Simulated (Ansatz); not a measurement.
# Si3Ge: the cost of one run

Program: Ansatz 0.2.0. Level of theory: DFT PBE, scalar-relativistic, plane waves, PAW. These are calculated values, not measurements.

**1. The starting structure**

The structure is tetragonal, space group P-4m2 (No. 115). The conventional cell has a = 3.580 Å, b = 3.580 Å, c = 5.062 Å, α = 90.00°, β = 90.00°, γ = 90.00°. Si (site symmetry -4m2) is surrounded by 4 Si at 2.19 Å. Around Si (site symmetry 2mm) lie 2 Si at 2.19 Å and 2 Ge at 2.19 Å. Ge (site symmetry -4m2) has 4 Si at 2.19 Å as nearest neighbours.

Coordinates:

```
Si Ge
1.0
     3.57972    0.00000    0.00000
     0.00000    3.57972    0.00000
     0.00000    0.00000    5.06248
Si Ge
3 1
Direct
  0.50000 0.50000 0.00000
  0.00000 0.50000 0.75000
  0.50000 0.00000 0.25000
  0.00000 0.00000 0.50000
```

The start is an ordering of an alloy on its end members' structure types: elements ordered on the sites of the Sn type, Si/Ge on Sn (P-4m2, No. 115).

**2. The guess as it stands, on a coarse mesh**

input.yaml reads:

```yaml
crystal:
  lattice:
    - [3.57971514, 0.0, 0.0]
    - [0.0, 3.57971514, 0.0]
    - [0.0, 0.0, 5.06248171]
  atoms:
    - { symbol: Si, position: [0.5, 0.5, 0.0] }
    - { symbol: Si, position: [0.0, 0.5, 0.75] }
    - { symbol: Si, position: [0.5, 0.0, 0.25] }
    - { symbol: Ge, position: [0.0, 0.0, 0.5] }
basis:
  ecutwfc: 420
kpoints:
  mp_grid: { grid: [6, 6, 4] }
hamiltonian:
  xc: pbe
scf:
  occupations: { method: gaussian, width: 0.1 }
  lower_state_search: "off"
output:
  forces: true
  stress: true
  eigenvalues: true
```

Run with:

```sh
ansatz run input.yaml --threads 1 --pin off --max-ram 2560MiB --backend cpu --events-out ev --progress --plain --runs-dir out
```

What time and memory should one allow on 1 thread of Intel Xeon Platinum 8259CL at 2.50GHz (Skylake/Cascade Lake), shared host?

About 3.5 s, with a peak of 0.39 GiB.
